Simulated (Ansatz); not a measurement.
# Ta: the cost of one run

Program: Ansatz 0.2.0. Level of theory: DFT PBE, scalar-relativistic, plane waves, PAW. These are calculated values, not measurements.

## 1. The structure to begin with

Symmetry: Im-3m, No. 229, cubic system. Conventional cell: a = 3.310 Å, b = 3.310 Å, c = 3.310 Å, α = 90.00°, β = 90.00°, γ = 90.00°. Ta (site symmetry m-3m) has 8 Ta at 2.87 Å as nearest neighbours.

Structure file:

```
Ta
1.0
    -1.65500    1.65500    1.65500
     1.65500   -1.65500    1.65500
     1.65500    1.65500   -1.65500
Ta
1
Direct
  0.00000 0.00000 0.00000
```

## 2. Relaxing cell and atoms: Ta, no spin

The input, input.yaml:

```yaml
crystal:
  lattice:
    - [-1.655, 1.655, 1.655]
    - [1.655, -1.655, 1.655]
    - [1.655, 1.655, -1.655]
  atoms:
    - { symbol: Ta, position: [0.0, 0.0, 0.0] }
scf:
  occupations: { method: gaussian, width: 0.1 }
output:
  forces: true
  stress: true
  eigenvalues: true
  write_density: true
  write_potential: true
  elf: true
  volumetric_format: npy
kpoints:
  mp_grid: { grid: [54, 54, 54] }
hamiltonian:
  xc: pbe
relax:
  f_tol: 0.003
  max_steps: 60
  cell: { stress_tol: 0.02 }
```

Started as:

```
$ ansatz run input.yaml --threads 8 --pin off --max-ram 24576MiB --backend cpu --events-out ev --progress --plain --runs-dir out
```

Q: Estimate wall time and peak memory on 8 threads of Intel Xeon Platinum 8488C (Sapphire Rapids), shared host.

About 22 s, with a peak of 1.3 GiB.
